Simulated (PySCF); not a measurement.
**BeBr⁻ at other levels of theory**

Starting from one script, swap the method and compare what comes out for BeBr⁻.

The runs use PySCF 2.14.0; method and basis as typed in the scripts.

3 further runs of the same task are left out: 3 that didn't finish.

## 1. Starting geometry

BeBr⁻: 2 atoms, charge -1, spin multiplicity 1.

Bond lengths: Be1–Br2 2.326 Å.

## 2. The run that the others are compared with

input.py reads:

```python
from pyscf import gto, scf, mcscf

mol = gto.M(
    atom='Be 0 0 0; Br 0 0 2.326',
    basis='def2-svpd',
    charge=-1,
    spin=0,
    verbose=4,
)
mf = scf.RHF(mol)
mf.kernel()
mc = mcscf.CASCI(mf, 2, 2)
mc.kernel()
mc.analyze()
mf.dip_moment()
print('orbital energies (hartree):', mf.mo_energy[..., max(0, mol.nelec[1]-3):mol.nelec[0]+3].round(4))
```

On the command line:

```console
OMP_NUM_THREADS=1 python input.py
```

## 3. UHF

Edit 1 changes SCF type: RHF → UHF.

input.py reads:

```python
from pyscf import gto, scf, mcscf

mol = gto.M(
    atom='Be 0 0 0; Br 0 0 2.326',
    basis='def2-svpd',
    charge=-1,
    spin=0,
    verbose=4,
)
mf = scf.UHF(mol)
mf.kernel()
mc = mcscf.CASCI(mf, 2, 2)
mc.kernel()
mc.analyze()
mf.dip_moment()
print('orbital energies (hartree):', [e[max(0, n-3):n+3].round(4) for e, n in zip(mf.mo_energy, mol.nelec)])
```

## 4. MP2

Edit 2 changes step after the SCF: casci → mp2.

Changes to input.py since step 2:

```diff
@@ -1,2 +1,2 @@
-from pyscf import gto, scf, mcscf
+from pyscf import gto, scf, mp
 
@@ -11,5 +11,3 @@
 mf.kernel()
-mc = mcscf.CASCI(mf, 2, 2)
-mc.kernel()
-mc.analyze()
+mp.MP2(mf).kernel()
 mf.dip_moment()
```

## 5. EOM-EA

Edit 3 changes step after the SCF: casci → eomea; frozen orbitals: none → 9; number of roots: none → 3.

Changes to input.py since step 2:

```diff
@@ -1,2 +1,2 @@
-from pyscf import gto, scf, mcscf
+from pyscf import gto, scf, cc
 
@@ -11,5 +11,6 @@
 mf.kernel()
-mc = mcscf.CASCI(mf, 2, 2)
-mc.kernel()
-mc.analyze()
+mycc = cc.CCSD(mf, frozen=9)
+mycc.kernel()
+e = mycc.eaccsd(nroots=3)[0]
+print('roots (eV) =', (e*27.211386).round(3))
 mf.dip_moment()
```

## 6. Wb97 (RKS)

Edit 4 changes functional: none (Hartree–Fock) → wb97; SCF type: RHF → RKS; step after the SCF: casci → analyze.

input.py reads:

```python
from pyscf import gto, dft

mol = gto.M(
    atom='Be 0 0 0; Br 0 0 2.326',
    basis='def2-svpd',
    charge=-1,
    spin=0,
    verbose=4,
)
mf = dft.RKS(mol, xc='wb97')
mf.kernel()
mf.analyze()
print('orbital energies (hartree):', mf.mo_energy[..., max(0, mol.nelec[1]-3):mol.nelec[0]+3].round(4))
```

## 7. MP2

Edit 5 changes step after the SCF: casci → mp2; frozen orbitals: none → 9.

Changes to input.py since step 2:

```diff
@@ -1,2 +1,2 @@
-from pyscf import gto, scf, mcscf
+from pyscf import gto, scf, mp
 
@@ -11,5 +11,3 @@
 mf.kernel()
-mc = mcscf.CASCI(mf, 2, 2)
-mc.kernel()
-mc.analyze()
+mp.MP2(mf, frozen=9).kernel()
 mf.dip_moment()
```

## 8. Active space 2 electrons in 3 orbitals

Edit 6 changes active space: 2 electrons in 2 orbitals → 2 electrons in 3 orbitals.

Changes to input.py since step 2:

```diff
@@ -11,3 +11,3 @@
 mf.kernel()
-mc = mcscf.CASCI(mf, 2, 2)
+mc = mcscf.CASCI(mf, 3, 2)
 mc.kernel()
```

Before running it: what results should come out? Wanted: for each run, E(SCF); from base; gap; after the SCF.

As calculated:

| run | E(SCF) (hartree) | from base (eV) | cycles | gap (eV) | after the SCF |
| --- | --- | --- | --- | --- | --- |
| base | -2586.758487 | 0 | 9 | 6.57 | CASCI correlation -0.015 eV |
| UHF | -2586.758487 | 0.0000 | 10 | 6.57 | CASCI correlation -0.015 eV |
| MP2 | -2586.758487 | 0.0000 | 9 | 6.57 | MP2 correlation -8.416 eV |
| EOM-EA | -2586.758487 | 0.0000 | 9 | 6.57 | CCSD correlation -7.847 eV, core frozen, first root 4.82 eV |
| wb97 (RKS) | -2588.759049 | not comparable | 10 | 6.91 | n/a |
| MP2 | -2586.758487 | 0.0000 | 9 | 6.57 | MP2 correlation -7.432 eV, core frozen |
| active space 2 electrons in 3 orbitals | -2586.758487 | 0.0000 | 9 | 6.57 | CASCI correlation -0.028 eV |

In words: With UHF the SCF ends at the base energy. Total energies of different functionals can't be compared with each other; differences within one functional can. The dearest run is “EOM-EA”, at 3.3 s against 0.99 s.
